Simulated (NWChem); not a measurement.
# the pair AlHSClF···GeH4, step by step

Aim: a single-point energy (singlet AlGeH5SClF, TPSS-D2/6-31G*), then the energy (singlet AlHSClF, TPSS-D2/6-31G*), then a single-point energy (singlet GeH4, TPSS-D2/6-31G*), then the energy (singlet AlHSClF, TPSS-D2/6-31G*), then the energy (singlet GeH4, TPSS-D2/6-31G*) of AlClFGeH5S and its partners. 

The results are computed with NWChem 7.3.0.

### Step 1. The structure to begin with

The species is AlGeH5SClF (10 atoms), meant as a singlet with charge 0. The two molecules were placed rigidly side by side, at 1.1 times their contact distance; the pair isn't optimised.

Bond lengths: F1–Al2 1.637 Å, Al2–S3 2.155 Å, Al2–Cl4 2.076 Å, S3–H5 1.345 Å, Ge6–H7 1.534 Å, Ge6–H8 1.534 Å, Ge6–H9 1.534 Å, Ge6–H10 1.534 Å. Angles: F1–Al2–S3 118.4°, F1–Al2–Cl4 119.2°, S3–Al2–Cl4 122.4°, Al2–S3–H5 91.8°, H7–Ge6–H8 109.5°, H7–Ge6–H9 109.5°, H7–Ge6–H10 109.5°, H8–Ge6–H9 109.5°, H8–Ge6–H10 109.5°, H9–Ge6–H10 109.5°.

### Step 2. A single-point energy at TPSS-D2/6-31G(d) (spherical functions) (run 1)

File run.nw:

```
START run
TITLE "AlClFGeH5S"
memory stack 880 mb heap 220 mb global 1100 mb

GEOMETRY units au noautosym nocenter noautoz
 F     -2.04986152    -2.86781057     2.13217799
 Al    -0.83986988    -0.66892525     0.32295419
 S      3.02027368     0.45886330     0.96716183
 Cl    -3.05651862     0.92770435    -2.49387157
 H      2.92597634     2.15016818    -0.92842245
 Ge     1.67108481     8.32996945     2.89683677
 H     -0.81976319     6.98231126     2.27783808
 H      3.65435238     6.37363048     3.69891212
 H      1.24007608    10.21115401     5.06011964
 H      2.60999524     9.75223402     0.55149767
END

BASIS "ao basis" spherical bse
 * library 6-31G*
END

DFT
 xc xtpss03 ctpss03
 disp vdw 2
 grid fine
 convergence energy 1e-08
 iterations 100
 mulliken
 print low
END

TASK dft
```

On the command line:

```
$ nwchem run.nw > run.out
```

The log of the run:

```text
[...]
 d= 0,ls=0.0,diis     1  -3280.4336379706 -3.78D+03  1.64D-02  8.15D-01     4.6
[...]
 d= 0,ls=0.0,diis    11  -3280.5418147199 -7.82D-10  1.36D-07  1.26D-10    39.4
         Total DFT energy =    -3280.541814719873
      One electron energy =    -5557.989249640779
           Coulomb energy =     1940.724453304424
    Exchange-Corr. energy =     -164.073537641301
 Nuclear repulsion energy =      500.802393415151
    Dispersion correction =       -0.005874157367
[...]
      Total Density - Mulliken Population Analysis
     ---------------------------------------------
    Atom       Charge   Shell Charges
 -----------   ------   -------------------------------------------------------
    1 F    9     9.41   2.00  0.93  3.30  1.04  2.13  0.01
    2 Al  13    12.23   2.00  2.00  5.96  0.72  1.09  0.02  0.14  0.31
    3 S   16    16.26   2.00  2.00  5.97  1.35  3.10  0.54  1.28  0.04
    4 Cl  17    17.23   2.00  2.00  5.97  1.40  3.65  0.55  1.66  0.01
    5 H    1     0.87   0.50  0.37
    6 Ge  32    32.13   2.00  2.00  6.00  2.00  5.99  1.30  2.33  0.08  0.29  6.83  2.93  0.38
    7 H    1     0.98   0.49  0.49
    8 H    1     0.96   0.49  0.47
    9 H    1     0.96   0.49  0.48
   10 H    1     0.97   0.49  0.48
[...]
```

Run time: 41 s. Hardware: 1 thread of Intel Xeon Platinum 8559C (Emerald Rapids), shared host; peak memory 0.12 GiB.

### Step 3. AlHSClF: a single-point energy at TPSS-D2/6-31G(d) (spherical functions) (run 2)

File sp.nw:

```
start sp
title "AlClFHS"
memory total 2200 mb
geometry units bohr noautosym nocenter noautoz
F  -2.04986152 -2.86781057  2.13217799
Al -0.83986988 -0.66892525  0.32295419
S   3.02027368  0.45886330  0.96716183
Cl -3.05651862  0.92770435 -2.49387157
H   2.92597634  2.15016818 -0.92842245
end
basis spherical bse
* library 6-31G*
end
dft
xc xtpss03 ctpss03
mult 1
disp vdw 2
grid fine
convergence energy 1e-08
maxiter 100
mulliken
noprint "final vectors analysis"
end
task dft energy
```

On the command line:

```
$ nwchem sp.nw > sp.out
```

The log of the run:

```text
[...]
          Wavefunction type:  closed shell.
          No. of atoms     :     5
          No. of electrons :    56
[...]
          Charge           :     0
          Spin multiplicity:     1
[...]
          AO basis - number of functions:    70
[...]
              XC Information
              --------------
                  TPSS metaGGA Exchange Functional  1.000
             TPSS03 metaGGA Correlation Functional  1.000
[...]
 d= 0,ls=0.0,diis     1  -1201.3712535264 -1.45D+03  2.47D-02  6.98D-01     1.6
[...]
 d= 0,ls=0.0,diis    10  -1201.4603304341 -7.18D-09  7.60D-07  3.30D-09    11.7
         Total DFT energy =    -1201.460330434088
      One electron energy =    -2152.094335754269
           Coulomb energy =      788.913840152631
    Exchange-Corr. energy =      -83.656385316575
 Nuclear repulsion energy =      245.379343620575
    Dispersion correction =       -0.002793136451
[...]
      Total Density - Mulliken Population Analysis
     ---------------------------------------------
    Atom       Charge   Shell Charges
 -----------   ------   -------------------------------------------------------
    1 F    9     9.41   2.00  0.93  3.30  1.04  2.13  0.01
    2 Al  13    12.23   2.00  2.00  5.96  0.72  1.09  0.01  0.13  0.31
    3 S   16    16.26   2.00  2.00  5.97  1.35  3.10  0.54  1.28  0.04
    4 Cl  17    17.23   2.00  2.00  5.97  1.40  3.65  0.54  1.66  0.01
    5 H    1     0.87   0.50  0.37
[...]
```

Wall time 12 s (1 thread of Intel Xeon Platinum 8559C (Emerald Rapids), shared host); peak memory 0.11 GiB.

### Step 4. GeH4: the energy at TPSS-D2/6-31G(d) (spherical functions) (run 3)

File run.nw:

```
start run
memory total 2200 mb
geometry units angstrom noautosym nocenter noautoz
  Ge    0.884300    4.408030    1.532940
  H    -0.433800    3.694880    1.205380
  H     1.933800    3.372780    1.957380
  H     0.656220    5.403510    2.677700
  H     1.381150    5.160660    0.291840
end
basis spherical bse
  Ge library 6-31G*
  H library 6-31G*
end
dft
  xc xtpss03 ctpss03
  disp vdw 2
  grid fine
  convergence energy 1e-08
  maxiter 100
  mulliken
  noprint "final vectors analysis"
end
task dft energy
```

On the command line:

```
$ nwchem run.nw > run.out
```

The log of the run:

```text
[...]
          Wavefunction type:  closed shell.
          No. of atoms     :     5
          No. of electrons :    36
[...]
          Charge           :     0
          Spin multiplicity:     1
[...]
          AO basis - number of functions:    40
[...]
              XC Information
              --------------
                  TPSS metaGGA Exchange Functional  1.000
             TPSS03 metaGGA Correlation Functional  1.000
[...]
 d= 0,ls=0.0,diis     1  -2079.0607254333 -2.12D+03  1.14D-02  1.14D-01     0.9
[...]
 d= 0,ls=0.0,diis     7  -2079.0795363319 -1.61D-10  6.43D-08  5.97D-12     4.2
         Total DFT energy =    -2079.079536331926
      One electron energy =    -2986.023429477708
           Coulomb energy =      941.941587769629
    Exchange-Corr. energy =      -80.416805897416
 Nuclear repulsion energy =       45.420425138798
    Dispersion correction =       -0.001313865229
[...]
      Total Density - Mulliken Population Analysis
     ---------------------------------------------
    Atom       Charge   Shell Charges
 -----------   ------   -------------------------------------------------------
    1 Ge  32    32.13   2.00  2.00  6.00  2.00  5.99  1.30  2.32  0.08  0.30  6.83  2.93  0.38
    2 H    1     0.97   0.49  0.48
    3 H    1     0.97   0.49  0.48
    4 H    1     0.97   0.49  0.48
    5 H    1     0.97   0.49  0.48
[...]
```

It took 4.8 s on 1 thread of Intel Xeon Platinum 8559C (Emerald Rapids), shared host; peak memory 0.11 GiB.

### Step 5. AlHSClF among ghost functions: the energy at TPSS-D2/6-31G(d) (spherical functions, with ghost functions) (run 4)

File input.nw:

```
start input
title "AlClFHS"
memory 2200 mb
charge 0

geometry units angstroms noautosym nocenter noautoz
  F       -1.084740      -1.517580       1.128300
  Al      -0.444440      -0.353980       0.170900
  S        1.598260       0.242820       0.511800
  Cl      -1.617440       0.490920      -1.319700
  H        1.548360       1.137820      -0.491300
  bqGe     0.884300     4.408030     1.532940
  bqH     -0.433800     3.694880     1.205380
  bqH      1.933800     3.372780     1.957380
  bqH      0.656220     5.403510     2.677700
  bqH      1.381150     5.160660     0.291840
end

basis spherical bse
  F library 6-31G*
  Al library 6-31G*
  S library 6-31G*
  Cl library 6-31G*
  H library 6-31G*
  bqGe library Ge 6-31G*
  bqH library H 6-31G*
end

dft
  xc xtpss03 ctpss03
  disp vdw 2
  grid fine
  convergence energy 1e-08
  iterations 100
  mulliken
  print low
end

task dft energy
```

On the command line:

```
$ nwchem input.nw > input.out
```

The log of the run:

```text
[...]
 d= 0,ls=0.0,diis     1  -1201.3717489701 -1.45D+03  1.58D-02  6.98D-01     4.0
[...]
 d= 0,ls=0.0,diis    10  -1201.4608291909 -7.14D-09  4.83D-07  3.31D-09    33.8
         Total DFT energy =    -1201.460829190891
      One electron energy =    -2152.071539530030
           Coulomb energy =      788.888680171593
    Exchange-Corr. energy =      -83.654538122805
 Nuclear repulsion energy =      245.379361427104
    Dispersion correction =       -0.002793136752
[...]
      Total Density - Mulliken Population Analysis
     ---------------------------------------------
    Atom       Charge   Shell Charges
 -----------   ------   -------------------------------------------------------
    1 F    9     9.41   2.00  0.93  3.30  1.04  2.13  0.01
    2 Al  13    12.22   2.00  2.00  5.96  0.72  1.09  0.01  0.13  0.31
    3 S   16    16.26   2.00  2.00  5.97  1.35  3.10  0.54  1.28  0.04
    4 Cl  17    17.23   2.00  2.00  5.97  1.40  3.65  0.55  1.66  0.01
    5 H    1     0.87   0.50  0.37
    6 X    0     0.01  -0.00 -0.00 -0.00 -0.00 -0.00 -0.00 -0.00  0.00  0.01 -0.00 -0.00  0.00
    7 X    0    -0.00  -0.00 -0.00
    8 X    0    -0.00   0.00 -0.00
    9 X    0     0.00  -0.00  0.00
   10 X    0    -0.00   0.00 -0.00
[...]
```

It took 35 s on 1 thread of Intel Xeon Platinum 8559C (Emerald Rapids), shared host; peak memory 0.12 GiB.

### Step 6. GeH4 among ghost functions: a single-point energy at TPSS-D2/6-31G(d) (spherical functions, with ghost functions) (run 5)

File geh4.nw:

```
start geh4
memory 2200 mb

geometry units angstroms noautosym nocenter noautoz
Ge    0.884300    4.408030    1.532940
H    -0.433800    3.694880    1.205380
H     1.933800    3.372780    1.957380
H     0.656220    5.403510    2.677700
H     1.381150    5.160660    0.291840
bqF     -1.084740    -1.517580     1.128300
bqAl    -0.444440    -0.353980     0.170900
bqS      1.598260     0.242820     0.511800
bqCl    -1.617440     0.490920    -1.319700
bqH      1.548360     1.137820    -0.491300
end

basis spherical bse
Ge library 6-31G*
H library 6-31G*
bqF library F 6-31G*
bqAl library Al 6-31G*
bqS library S 6-31G*
bqCl library Cl 6-31G*
bqH library H 6-31G*
end

dft
xc xtpss03 ctpss03
disp vdw 2
grid fine
convergence energy 1e-08
maxiter 100
mulliken
print low
end

task dft energy
```

On the command line:

```
$ nwchem geh4.nw > geh4.out
```

The log of the run:

```text
[...]
 d= 0,ls=0.0,diis     1  -2079.0609278793 -2.12D+03  4.17D-03  1.15D-01     3.6
[...]
 d= 0,ls=0.0,diis     7  -2079.0797638535 -1.79D-10  6.72D-08  2.61D-11    21.8
         Total DFT energy =    -2079.079763853474
      One electron energy =    -2986.018927564660
           Coulomb energy =      941.936593297149
    Exchange-Corr. energy =      -80.416540859533
 Nuclear repulsion energy =       45.420425138798
    Dispersion correction =       -0.001313865229
[...]
      Total Density - Mulliken Population Analysis
     ---------------------------------------------
    Atom       Charge   Shell Charges
 -----------   ------   -------------------------------------------------------
    1 Ge  32    32.12   2.00  2.00  6.00  2.00  5.99  1.30  2.33  0.08  0.29  6.83  2.93  0.38
    2 H    1     0.97   0.49  0.48
    3 H    1     0.97   0.49  0.48
    4 H    1     0.97   0.49  0.48
    5 H    1     0.97   0.49  0.48
    6 X    0    -0.00  -0.00 -0.00  0.00  0.00 -0.00 -0.00
    7 X    0     0.01  -0.00 -0.00  0.00 -0.00 -0.00  0.00  0.00 -0.00
    8 X    0     0.00  -0.00 -0.00  0.00 -0.00 -0.00  0.00  0.00  0.00
    9 X    0    -0.00   0.00  0.00 -0.00  0.00 -0.00 -0.00 -0.00  0.00
   10 X    0    -0.00  -0.00 -0.00
[...]
```

It took 23 s on 1 thread of Intel Xeon Platinum 8559C (Emerald Rapids), shared host; peak memory 0.12 GiB.

### Step 7. What came out

| quantity | value |
| --- | --- |
| run 1, TPSS-D2/6-31G*: total energy | -3280.54181 Eh |
| run 1, TPSS-D2/6-31G*: dispersion energy | -15.42 kJ/mol |
| AlHSClF: total energy | -1201.46033 Eh |
| AlHSClF: dipole moment | 1.15 D |
| AlHSClF: dispersion energy | -7.33 kJ/mol |
| GeH4: total energy | -2079.07954 Eh |
| GeH4: dipole moment | 0.00 D |
| GeH4: dispersion energy | -3.45 kJ/mol |
| AlHSClF among ghost functions: total energy | -1201.46083 Eh |
| AlHSClF among ghost functions: dispersion energy | -7.33 kJ/mol |
| GeH4 among ghost functions: total energy | -2079.07976 Eh |
| GeH4 among ghost functions: dispersion energy | -3.45 kJ/mol |
| interaction energy of the rigid parts AlHSClF and GeH4 (parts in their own basis; closest atoms 3.34 Å apart) | -0.053 eV |
| interaction energy of the rigid parts AlHSClF and GeH4 (parts in the whole basis, counterpoise; closest atoms 3.34 Å apart) | -0.033 eV |

What this shows: The interaction energy of the rigid parts AlHSClF and GeH4 (parts in their own basis; closest atoms 3.34 Å apart) is −0.05 eV (−1.2 kcal/mol): the parts attract. Without counterpoise this holds the superposition error of the basis. The interaction energy of the rigid parts AlHSClF and GeH4 (parts in the whole basis, counterpoise; closest atoms 3.34 Å apart) is −0.03 eV (−3.2 kJ/mol): the parts attract. The basis-set superposition error is 1.9 kJ/mol. Mulliken charges (AlHSClF) run from -0.41 on F1 to +0.77 on Al2; they depend strongly on the basis.
